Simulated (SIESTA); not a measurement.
## Cu3Rh under changes of volume

One of the cells (12.399 Å³/atom); the others are scaled copies at fixed shape and fractional positions:

```
Rh Cu
1.0
    -1.84956    1.84956    3.62447
     1.84956   -1.84956    3.62447
     1.84956    1.84956   -3.62447
Rh Cu
1 3
Direct
  0.00000 0.00000 0.00000
  0.50000 0.50000 0.00000
  0.25000 0.75000 0.50000
  0.75000 0.25000 0.50000
```

The cell comes from a database or a generator and needn't be the stable form of this composition.

```yaml
Program: SIESTA 5.4.2
Functional: PBEsol
Potentials_or_basis: PseudoDojo 0.4 standard (PBEsol files)
Basis: DZP (energy shift 0.003 Ry; two zetas on semicore shells)
Grid_cutoff: 800 Ry
Energy_shift: 0.003 Ry
k_mesh: 10 × 10 × 10
Occupations: fermi-dirac, width 0.05 eV
Spin: no spin polarisation
```

```csv
volume (Å³/atom),energy over the lowest point (meV/atom),pressure (GPa)
11.426,19.80,11.8
11.669,?,?
11.913,0.00,2.1
12.399,5.59,-5.4
12.642,16.24,-8.6
12.885,31.46,-11.4
```

Q: What does the run at 11.669 Å³/atom give?

A: Energy over the lowest point 6.47 meV/atom; pressure 6.6 GPa.

Worked out: A Birch-Murnaghan fit of order 3 (a polynomial in V^(-2/3)) to the other rows has its minimum at 12.03 Å³/atom with B0 = V·E''(V) = 195 GPa and B' = 4.5 at fixed shape and positions, which overstates the stiffness. It gives 6.38 meV/atom at 11.669 Å³/atom, against the run's 6.47, and -dE/dV = 6.4 GPa, against 6.6.

Energies are extrapolated to zero smearing.

Caveats: short orbitals over semicore shells can move pressures by several GPa; the basis of atomic orbitals isn't converged, which shifts pressures, moduli and gaps.
